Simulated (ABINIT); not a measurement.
Runs of ABINIT 10.8.3 (patched build) on Bi2Te3 (Tellurobismuthite). Symmetry: R-3m, No. 166, trigonal system. Conventional cell: a = 4.386 Å, b = 4.386 Å, c = 30.497 Å, α = 90.00°, β = 90.00°, γ = 120.00°. Bi (site symmetry 3m) has 6 Te at 3.07 to 3.25 Å as nearest neighbours. Te (site symmetry 3m) has 3 Bi at 3.07 Å as nearest neighbours. Around Te (site symmetry -3m) lie 6 Bi at 3.25 Å. 

```csv
task,level,potentials or basis,k mesh,cutoff (eV),fine-grid cutoff,mesh quality,gap on the mesh (eV),largest force (eV/Å)
band structure,r2SCAN,JTH PAW PBE v2.0,6 × 6 × 6,707,1306.15 eV,not flagged,0.50,0.26
single point,PBE,JTH PAW PBE v2.0,7 × 7 × 7,599,1197.3 eV,not flagged,(a),0.03
single point,LDA,JTH PAW LDA v2.0,3 × 3 × 3,408,816.342 eV,coarse,(c),0.28
single point,LDA,JTH PAW LDA v2.0,6 × 6 × 6,408,816.342 eV,not flagged,(b),0.17
```

Alike in all rows: no spin polarisation; cell as given; smearing fermi-dirac 0.05 eV.

**Question.** Fill in the values left out.

**Answer.** (a) 0.28; (b) 0.20; (c) 0.22.

Caveats: some runs use coarse meshes; spin-orbit coupling is left out, which as a rule narrows the gap of such compounds by several tenths of an eV; an odd mesh through Γ misses points on the zone boundary, where band edges often lie (some runs); the PAW data sets were made with another functional, which shifts forces and pressure a little (some runs).

A k mesh can miss the band edges, and the runs leave out spin-orbit coupling on Bi, Te.

Not every run made on this cell is shown here.
